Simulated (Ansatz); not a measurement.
# TiCl+ (septet): from Hartree-Fock to the top rungs, def2-SVP

The task here is to estimate one member of a computed series from the others.

Program: Ansatz 0.2.0, Gaussian basis. Level of theory: def2-SVP, core rule «outside noble gas», up to 14 orbitals frozen. These are calculated values, not measurements.

The runs, in order: UHF; CCSD(T) on ROHF; CCSD(T) on UHF; CISD as a restricted active space (open shells left free, so some higher excitations enter); CCSDT(Q) on ROHF; CCSDT(Q) on UHF.

36 further runs of the same task are left out: 11 for a known fault of the program, 12 that didn't finish, 13 set aside as unsound or not needed. Runs told in other sessions of the task aren't counted.

## The geometry

The geometry is a PBE0/def2-TZVP stationary point (not a proven minimum) of the parent state, kept for this charge and spin.

2 atoms, charge 1, spin multiplicity 7.

Atoms are counted from 1 here; the program's logs count them from 0.

No contacts short enough for the rule that draws bonds.

Geometry (Å):

```xyz
2
ClTi
Ti    0.00000    0.00000    0.00000
Cl    0.00000    0.00000    3.28060
```

Set-up of the first run:

Contents of in.yaml:

```yaml
crystal:
  periodic: [false, false, false]
  atoms:
    - {symbol: Ti, position_ang: [0.000000, 0.000000, 0.000000]}
    - {symbol: Cl, position_ang: [0.000000, 0.000000, 3.280600]}
basis:
  gaussian: {orbitals: def2-SVP}
total_charge: 1
magnetization: {spin_polarized: true, initial_magnetization: 6}
hamiltonian: {xc: hf}
output: {orbitals: {seedname: orbitals}}
```

On the command line:

```console
> ansatz run in.yaml --threads 1 --pin off --events-out ev --progress --plain --max-ram 2393MiB
```

Steps of the session up to this table: UHF; CCSD(T) on ROHF; CCSD(T) on UHF; CISD as a restricted active space (open shells left free, so some higher excitations enter); CCSDT(Q) on ROHF; CCSDT(Q) on UHF.

One of the session's tables, all rows but one given; the rest of the session is left out.

It belongs to the step «Misses and costs». 

```
   method  from RCCSDT(Q) (meV)
     ROHF               +3943.3
      UHF               +3746.8
     RMP2                +755.7
     UMP2                +708.8
     CISD                +227.5
    RCCSD                 +76.8
    UCCSD                  +6.8
 RCCSD(T)                 +33.5
 UCCSD(T)                 -33.0
   RCCSDT                  +3.8
   UCCSDT                     ?
RCCSDT(Q)                     0
UCCSDT(Q)                 -52.2
```

Estimate the missing values for UCCSDT.

As computed: from RCCSDT(Q) (meV): -49.3. In the column «from RCCSDT(Q) (meV)» it lies between UCCSDT(Q) (-52.2) and UCCSD(T) (-33.0).

To keep in mind: Restricted and unrestricted rows rest on different reference determinants; a gap between their highest levels can come from leftover correlation error, from unlike frozen cores or from another state.
